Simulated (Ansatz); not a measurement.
# NiMoIrPdW (P3m1) in Ansatz: convergence with k mesh

Aim: find how far k mesh must go before the results for NiMoIrPdW settle, at PBE. This setting moves, with any that are tied to it; all else stays.

All numbers are computed with Ansatz 0.2.0; they aren't measurements. Logs are shortened: lines on timing, memory, paths and dates and some standing lists are left out, and cuts for length are marked.

## Step 1: The structure

It takes space group P3m1 (No. 156, trigonal). Conventional cell: a = 4.117 Å, b = 4.117 Å, c = 5.446 Å, α = 90.00°, β = 90.00°, γ = 120.00°. Around Ni (site symmetry 3m) lie 3 Mo at 2.38 Å and 3 Ir at 2.69 Å. Mo (site symmetry 3m) has 3 Ni at 2.38 Å and 3 Ir at 2.70 Å and 2 Pd at 2.72 to 2.73 Å as nearest neighbours. Around Pd (site symmetry 3m) lie 3 W at 2.68 Å and 2 Mo at 2.72 to 2.73 Å and 3 Ir at 2.77 Å. Around Ir (site symmetry 3m) lie 2 W at 2.66 to 2.78 Å and 3 Ni at 2.69 Å and 3 Mo at 2.70 Å and 3 Pd at 2.77 Å. W (site symmetry 3m) is surrounded by 2 Ir at 2.66 to 2.78 Å and 3 Pd at 2.68 Å and 3 Mo at 2.81 Å and 3 Ni at 2.82 Å.

The cell was built by a generator and needn't be a form met in nature.

## Step 2: With k mesh 2 × 2 × 2

The input, input.yaml:

```yaml
crystal:
  lattice:
    - [4.11705, 0.0, 0.0]
    - [-2.05853, 3.56547, 0.0]
    - [0.0, 0.0, 5.4458]
  atoms:
    - { symbol: Ni, position: [0.0, 0.0, 0.95775], spin: 1.0 }
    - { symbol: Mo, position: [0.66667, 0.33333, 0.96161], spin: 1.0 }
    - { symbol: Pd, position: [0.66667, 0.33333, 0.46295] }
    - { symbol: Ir, position: [0.33333, 0.66667, 0.72572], spin: 0.6 }
    - { symbol: W, position: [0.33333, 0.66667, 0.23642] }
hamiltonian:
  xc: pbe
  pseudopotentials: { kind: paw }
magnetization:
  spin_polarized: true
kpoints:
  mp_grid: { grid: [2, 2, 2] }
scf:
  occupations: { method: fermi_dirac, width: 0.05 }
output:
  forces: true
  stress: true
  eigenvalues: true
```

Potentials or basis: Ansatz PAW.

Started as:

```sh
$ ansatz run input.yaml --threads 8 --pin off --max-ram 20480MiB --backend cpu --events-out ev --progress --plain --runs-dir out
```

Run time: 1.6 s. Hardware: 8 threads of Intel Xeon Platinum 8259CL at 2.50GHz (Skylake/Cascade Lake), shared host; peak memory 0.53 GiB.

Results:

```
Free energy            : -40087.5104 eV
Pressure               : -0.2 GPa
Largest force          : 0.850 eV/Å
Band gap on the k mesh : none (metal or under the smearing width)
Net moment             : 0.00 μB per cell
Absolute moment        : 0.00 μB per cell
```

## Step 3: With k mesh 3 × 3 × 2

Changes to input.yaml since step 2:

```diff
@@ -17,3 +17,3 @@
 kpoints:
-  mp_grid: { grid: [2, 2, 2] }
+  mp_grid: { grid: [3, 3, 2] }
 scf:
```

Potentials or basis: Ansatz PAW.

Started as:

```sh
$ ansatz run input.yaml --threads 8 --pin off --max-ram 20480MiB --backend cpu --events-out ev --progress --plain --runs-dir out
```

It took 2.9 s on 8 threads of Intel Xeon Platinum 8259CL at 2.50GHz (Skylake/Cascade Lake), shared host; peak memory 0.56 GiB.

Results:

```
Free energy            : -40087.6643 eV
Pressure               : 0.2 GPa
Largest force          : 0.131 eV/Å
Band gap on the k mesh : none (metal or under the smearing width)
Net moment             : 0.00 μB per cell
Absolute moment        : 0.00 μB per cell
```

## Step 4: With k mesh 4 × 4 × 3

Changes to input.yaml since step 3:

```diff
@@ -17,3 +17,3 @@
 kpoints:
-  mp_grid: { grid: [3, 3, 2] }
+  mp_grid: { grid: [4, 4, 3] }
 scf:
```

Started as:

```sh
$ ansatz run input.yaml --threads 8 --pin off --max-ram 20480MiB --backend cpu --events-out ev --progress --plain --runs-dir out
```

It took 3.1 s on 8 threads of Intel Xeon Platinum 8259CL at 2.50GHz (Skylake/Cascade Lake), shared host; peak memory 0.57 GiB.

What came out:

- Free energy: -40087.4757 eV
- Pressure: 0.1 GPa
- Largest force: 0.185 eV/Å
- Band gap on the k mesh: none (metal or under the smearing width)
- Net moment: 0.00 μB per cell
- Absolute moment: 0.00 μB per cell

## Step 5: With k mesh 6 × 6 × 4

Changes to input.yaml since step 4:

```diff
@@ -17,3 +17,3 @@
 kpoints:
-  mp_grid: { grid: [4, 4, 3] }
+  mp_grid: { grid: [6, 6, 4] }
 scf:
```

Started as:

```sh
$ ansatz run input.yaml --threads 8 --pin off --max-ram 20480MiB --backend cpu --events-out ev --progress --plain --runs-dir out
```

It took 6.1 s on 8 threads of Intel Xeon Platinum 8259CL at 2.50GHz (Skylake/Cascade Lake), shared host; peak memory 0.65 GiB.

What came out:

* Free energy: -40087.5108 eV
* Pressure: 0.0 GPa
* Largest force: 0.172 eV/Å
* Band gap on the k mesh: none (metal or under the smearing width)
* Net moment: 0.00 μB per cell
* Absolute moment: 0.00 μB per cell

## Step 6: With k mesh 7 × 7 × 5

Changes to input.yaml since step 5:

```diff
@@ -17,3 +17,3 @@
 kpoints:
-  mp_grid: { grid: [6, 6, 4] }
+  mp_grid: { grid: [7, 7, 5] }
 scf:
```

Potentials or basis: Ansatz PAW.

Started as:

```sh
$ ansatz run input.yaml --threads 8 --pin off --max-ram 20480MiB --backend cpu --events-out ev --progress --plain --runs-dir out
```

It took 7 s on 8 threads of Intel Xeon Platinum 8259CL at 2.50GHz (Skylake/Cascade Lake), shared host; peak memory 0.69 GiB.

The run converged. Its results:

* Free energy: -40087.5196 eV
* Pressure: 0.0 GPa
* Largest force: 0.030 eV/Å
* Band gap on the k mesh: none (metal or under the smearing width)
* Net moment: 0.00 μB per cell
* Absolute moment: 0.00 μB per cell

## Step 7: With k mesh 9 × 9 × 6

Changes to input.yaml since step 6:

```diff
@@ -17,3 +17,3 @@
 kpoints:
-  mp_grid: { grid: [7, 7, 5] }
+  mp_grid: { grid: [9, 9, 6] }
 scf:
```

Started as:

```sh
$ ansatz run input.yaml --threads 8 --pin off --max-ram 20480MiB --backend cpu --events-out ev --progress --plain --runs-dir out
```

Wall time 12 s (8 threads of Intel Xeon Platinum 8259CL at 2.50GHz (Skylake/Cascade Lake), shared host); peak memory 0.81 GiB.

The run converged. Its results:

| Quantity | Value |
| --- | --- |
| Free energy | -40087.5100 eV |
| Pressure | 0.0 GPa |
| Largest force | 0.013 eV/Å |
| Band gap on the k mesh | none (metal or under the smearing width) |
| Net moment | 0.00 μB per cell |
| Absolute moment | 0.00 μB per cell |

## Step 8: With k mesh 10 × 10 × 7

Changes to input.yaml since step 7:

```diff
@@ -17,3 +17,3 @@
 kpoints:
-  mp_grid: { grid: [9, 9, 6] }
+  mp_grid: { grid: [10, 10, 7] }
 scf:
```

Started as:

```sh
$ ansatz run input.yaml --threads 8 --pin off --max-ram 20480MiB --backend cpu --events-out ev --progress --plain --runs-dir out
```

Wall time 17 s (8 threads of Intel Xeon Platinum 8259CL at 2.50GHz (Skylake/Cascade Lake), shared host); peak memory 0.9 GiB.

Results (log left out):

```yaml
Free_energy: -40087.5131 eV
Pressure: 0.0 GPa
Largest_force: 0.074 eV/Å
Band_gap_on_the_k_mesh: none (metal or under the smearing width)
Net_moment: 0.00 μB per cell
Absolute_moment: 0.00 μB per cell
```

## Step 9: With k mesh 12 × 12 × 8

Changes to input.yaml since step 8:

```diff
@@ -17,3 +17,3 @@
 kpoints:
-  mp_grid: { grid: [10, 10, 7] }
+  mp_grid: { grid: [12, 12, 8] }
 scf:
```

Potentials or basis: Ansatz PAW.

Started as:

```sh
$ ansatz run input.yaml --threads 8 --pin off --max-ram 20480MiB --backend cpu --events-out ev --progress --plain --runs-dir out
```

The program printed:

```text
Warning: the atoms were moved onto the symmetric positions of the space group found under crystal.symmetry.tolerance 1.0e-5 (fractional; no operation is sought that the atoms, as they stand in a round, miss by more than twice it, and no atom is moved by as much as it), and the run uses the moved positions. Before a round's move an operation carried an atom to 4.12e-5 Å from where it should land, the largest such distance. Atom 1 (counting from 0) moved farthest, by 2.38e-5 Å; the longest move in fractions of the cell, of whichever atom, is 0.47 of the tolerance, in 1 round. To run the atoms as typed, lower crystal.symmetry.tolerance until the operations that they miss are no longer found, or set crystal.symmetry.detect: false (a key that needs symmetry detection or time reversal refuses this as the deck is read). The positions used, in the order of the run's atom list: position: [0.0, 0.0, 0.95775]; position: [0.6666666666666666, 0.3333333333333333, 0.96161]; position: [0.6666666666666666, 0.3333333333333333, 0.46295]; position: [0.3333333333333333, 0.6666666666666666, 0.72572]; position: [0.3333333333333333, 0.6666666666666666, 0.23642]; The lattice was moved too: crystal.lattice keeps the space group found at crystal.symmetry.tolerance 1.0e-5 only nearly: the operation that it misses by the most changes a squared length by the fraction 2.80e-6. The run uses the lattice that is a stretch of the typed one, with no rotation, onto the one that keeps every operation to a double's rounding (on a very oblique basis the stretch itself rounds by more); the deck's lattice vector that moved farthest moved by 2.89e-6 Å. To run the lattice as typed, set crystal.symmetry.tolerance under 1.34e-6, the least fraction by which an operation that the lattice misses changes a squared length (the same key also sets how far an atom may lie from its image, so lowering it can lose operations that the atoms keep only within it), or set crystal.symmetry.detect: false, as for the atoms. crystal.lattice made exact, in Å and degrees: [[4.117050064288548, 2.8867513460320246e-6, 0.0], [-2.0585275321442738, 3.565468500950565, 0.0], [0.0, 0.0, 5.4458]]. Pasted over the deck's crystal.lattice, beside positions in fractional coordinates, it runs the same cell (given as lengths and angles, that cell in the form's own orientation, a rigid turn of the misfit's size from the one run here, for which a checkpoint.post_process_only pass over this run's state can be refused: where this run relaxes nothing, give such a pass this deck's own crystal.lattice, as typed; behind a relaxation, as crystal.lattice, the state's own cell, identity.cell in its checkpoint.json), and a matrix so pasted ends this notice, except on a very skew basis of the lattice, where the rounding of the pasted numbers themselves can read as a misfit: the cell is then moved again, and that move is told again. The lattice as run is in this notice's lattice.as_run_ang field (Run.prep()["deck_notices"] in Python, the deck_notice line of an events file, deck_notices of ansatz run --dry-run=json, or deck_notices in record.json in the deck's checkpoint.write directory).
Warning: RAYON_NUM_THREADS=8 ignored (pool sized by the plan → 8); use --threads N
Engine: ansatz 0.2.0, x86_64-unknown-linux-gnu
Pseudopotentials: kind: paw
Pseudopotential: Ni, paw, valence charge 18, recommended cutoff 420 eV (normal), Ni.paw.azcp
Pseudopotential: Mo, paw, valence charge 14, recommended cutoff 420 eV (normal), Mo.paw.azcp
Pseudopotential: Pd, paw, valence charge 18, recommended cutoff 420 eV (normal), Pd.paw.azcp
Pseudopotential: Ir, paw, valence charge 17, recommended cutoff 420 eV (normal), Ir.paw.azcp
Pseudopotential: W, paw, valence charge 14, recommended cutoff 420 eV (normal), W.paw.azcp
Functional definition: PBE
  parameter kappa = 0.804
  parameter beta = 0.06672455060314922
  exchange = pbe_x(kappa = kappa, mu = beta*pi^2/3)
  correlation = pbe_c(beta = beta)
Crystal: 5 atoms, lattice volume = 79.940 Å³
Basis set: ecut = 420 eV, 1555 PW (Γ), exchange–correlation on 60×60×80 points (8 copies of the dense FFT grid, shifted against one another)
Bands: 51, of which v1, the nominal top of the filled ones, is band 41 counted from 1 (40 counted from 0)
Symmetry: 6 space group operations
Space group: P3m1 (ITA 156), of the structure as read, at distance tolerance 4.3e-5 Å
Magnetic group: BNS 156.49 (UNI 1279), of the structure as read, at distance tolerance 4.3e-5 Å
k-points: 131 of 1152 (time reversal used)
Non-local potential: Ni, projectors of the file, l = 0: 3, l = 1: 2, l = 2: 3, l = 3: 1
Non-local potential: Mo, projectors of the file, l = 0: 3, l = 1: 2, l = 2: 2, l = 3: 1
Non-local potential: Pd, projectors of the file, l = 0: 2, l = 1: 2, l = 2: 2, l = 3: 1
Non-local potential: Ir, projectors of the file, l = 0: 3, l = 1: 2, l = 2: 2, l = 3: 1
Non-local potential: W, projectors of the file, l = 0: 3, l = 1: 2, l = 2: 2, l = 3: 1
PAW form: soft (Blöchl's): semilocal exchange-correlation on the pseudo side does not see the compensation charge
PAW one-centre angular grid: Ni, 590 points (default); XC on 64 Gauss nodes
[... 28 lines left out ...]
SCF converged after 14 iterations
Magnetization: 0.0000 μB (40.5000 up, 40.5000 down)
Absolute magnetization: 0.0000 μB (∫|ρ↑−ρ↓|, with the PAW one-centre terms)
Spin contamination: 0.0000 ħ² per cell (⟨S²⟩ above its minimum at these occupations)
Per-site moments (μB) at R_I (Å): [(2.2786606051746835e-7, 0.9805425752038816), (-1.5791444058088564e-6, 0.9805425752038816), (-2.6149634812106165e-7, 1.1046911867559261), (-7.137358317112489e-7, 1.0991598502500002), (4.4769359446149334e-6, 1.0991598502500002)]
Free energy (F): -40087.514852 eV
Harris-Foulkes:  -40087.514852 eV  (|F-HF|=4.55e-8)
Internal energy: -40087.483561 eV  (E = F + TS)
E sigma→0 (E₀):  -40087.499207 eV
Entropy (-TS):   -0.031291 eV (-6.258 meV/atom)
Fermi energy:    18.838283 eV
--- Per-component energies (eV) ---
  E_band       = -854.641095
  E_kinetic    = 2307.011359
  E_local      = -9370.619956  (includes V_loc(G=0)·N_el)
  E_nonlocal   = 1067.372632
  E_hartree    = 3791.262429
  E_xc         = -970.430745
  E_vxc        = -1086.969078  (∫ρ·V_xc dr)
  E_paw        = -26365.851585  (= ΣΔE_a)
  E_vpaw       = -1353.968804  (= ΣTr[D̂ρ^β])
  E_aug_tail   = 0.000802  (compensation charges beyond the density's cutoff)
  E_ewald      = -10546.228499
  E_smearing   = -0.031291  (= −TS)
  E_closure    = 0.000000  (closes the sum)
  Σ components = -40087.514852   (vs F -40087.514852, Δ=0.00e0)
--- Forces (eV/Å), atoms counted from 1 ---
  atom   1  Ni    -0.00000000     0.00000000    -0.01531864
  atom   2  Mo     0.00000000     0.00000000     0.06753353
  atom   3  Pd     0.00000000     0.00000000     0.00043402
  atom   4  Ir    -0.00000000    -0.00000000    -0.01593143
  atom   5  W     -0.00000000     0.00000000    -0.03665163
  max |Σ_I F_I| component: 6.58e-5 eV/Å
--- Stress (GPa, compression-positive) ---
       -0.010283      -0.000000       0.000000
       -0.000000      -0.010283       0.000000
        0.000000       0.000000       0.013407
  P = ⅓ Tr σ = -0.0024 GPa (-0.024 kbar)
--- Band table (eV; the first three rows and the last of 262) ---
  k-point 0 ↑: bands = ["-84.7171", "-73.2389", "-66.2075", "-55.2859", "-45.2304", "-45.2304", "-44.8923", "-42.1035", "-31.9265", "-31.9227", "-31.9227", "-30.2184", "-30.0783", "-30.0783", "-19.5520", "-19.4724", "-19.4724", "-16.2538", "-16.2538", "-16.1605", "10.5597", "13.2947", "13.6966", "13.6966", "13.8609", "13.8609", "14.9779", "15.3668", "15.3950", "15.3950", "16.1249", "16.1249", "16.3371", "16.5869", "16.5869", "17.1125", "17.1125", "17.8477", "18.0586", "18.0586", "19.6483", "19.6483", "20.6357", "20.6357", "21.8455", "21.8455", "22.8031", "24.0491", "27.1955", "27.3137", "27.3137"]
  k-point 1 ↑: bands = ["-84.7171", "-73.2389", "-66.2075", "-55.2859", "-45.2304", "-45.2304", "-44.8923", "-42.1035", "-31.9261", "-31.9227", "-31.9227", "-30.2177", "-30.0783", "-30.0783", "-19.5546", "-19.4724", "-19.4724", "-16.2538", "-16.2538", "-16.1621", "10.6694", "13.4091", "13.7288", "13.7288", "13.9399", "13.9399", "14.6061", "15.3104", "15.3104", "15.4843", "15.9778", "15.9778", "16.4478", "16.6548", "16.6548", "17.1630", "17.1630", "17.8909", "18.0783", "18.0783", "19.4983", "19.4983", "20.7458", "20.7458", "21.8017", "21.8017", "22.2365", "24.2585", "27.2349", "27.4545", "27.4545"]
  k-point 2 ↑: bands = ["-84.7171", "-73.2389", "-66.2075", "-55.2860", "-45.2304", "-45.2304", "-44.8923", "-42.1037", "-31.9253", "-31.9227", "-31.9227", "-30.2159", "-30.0783", "-30.0783", "-19.5607", "-19.4725", "-19.4725", "-16.2538", "-16.2538", "-16.1659", "10.9809", "13.6889", "13.8402", "13.8402", "13.9933", "14.1448", "14.1448", "15.0924", "15.0924", "15.4977", "15.6823", "15.6823", "16.7146", "16.7251", "16.7251", "17.2704", "17.2704", "17.9487", "18.1591", "18.1591", "19.1975", "19.1975", "20.9332", "20.9332", "21.1867", "21.6976", "21.6976", "24.5249", "27.3735", "27.8341", "27.8341"]
  k-point 130 ↓: bands = ["-84.7171", "-73.2389", "-66.2074", "-55.2859", "-45.2370", "-45.2307", "-44.8923", "-42.0949", "-31.9263", "-31.9257", "-31.9238", "-30.2130", "-30.0800", "-30.0783", "-19.5739", "-19.4864", "-19.4827", "-16.2605", "-16.2542", "-16.1591", "13.6008", "14.1278", "14.1568", "14.6851", "14.8399", "14.8659", "14.9864", "14.9947", "15.1787", "15.1878", "15.7656", "16.0110", "16.5561", "16.7014", "16.8207", "16.8470", "16.9026", "17.0923", "17.7341", "17.8995", "18.2806", "18.5600", "19.5247", "20.0052", "20.6228", "21.0285", "21.5417", "21.7710", "22.3271", "22.9435", "24.3870"]
```

Wall time 23 s (8 threads of Intel Xeon Platinum 8259CL at 2.50GHz (Skylake/Cascade Lake), shared host); peak memory 1.1 GiB.

What came out:

```yaml
Free_energy: -40087.5149 eV
Pressure: 0.0 GPa
Largest_force: 0.068 eV/Å
Band_gap_on_the_k_mesh: none (metal or under the smearing width)
Net_moment: 0.00 μB per cell
Absolute_moment: 0.00 μB per cell
```

## Step 10: Summary

```tsv
k mesh	energy less the tightest run, at zero smearing (meV/atom)	pressure (GPa)	largest force (eV/Å)	SCF cycles	CPU time (s)	peak memory (GiB)
2 × 2 × 2	1.72	-0.19	0.850	15	7.6	0.53
3 × 3 × 2	-27.83	0.20	0.131	19	16	0.56
4 × 4 × 3	9.29	0.08	0.185	17	17	0.57
6 × 6 × 4	1.00	0.02	0.172	16	37	0.65
7 × 7 × 5	-1.03	-0.01	0.030	14	43	0.69
9 × 9 × 6	1.11	0.02	0.013	16	78	0.81
10 × 10 × 7	0.41	0.01	0.074	14	100	0.9
12 × 12 × 8	0.00	0.00	0.068	14	150	1.1
```

Against the tightest run, the energy stays within 1 meV/atom from 10 × 10 × 7 on; the pressure stays within 0.1 GPa from 4 × 4 × 3 on. Not settled before the last step: the largest force (to 0.005 eV/Å). Meshes of other sizes hit other points, so gaps and Fermi surfaces needn't settle smoothly. The tightest run that finished is the yardstick and may itself not be fully converged.

Caveats: the starting moments weren't kept.
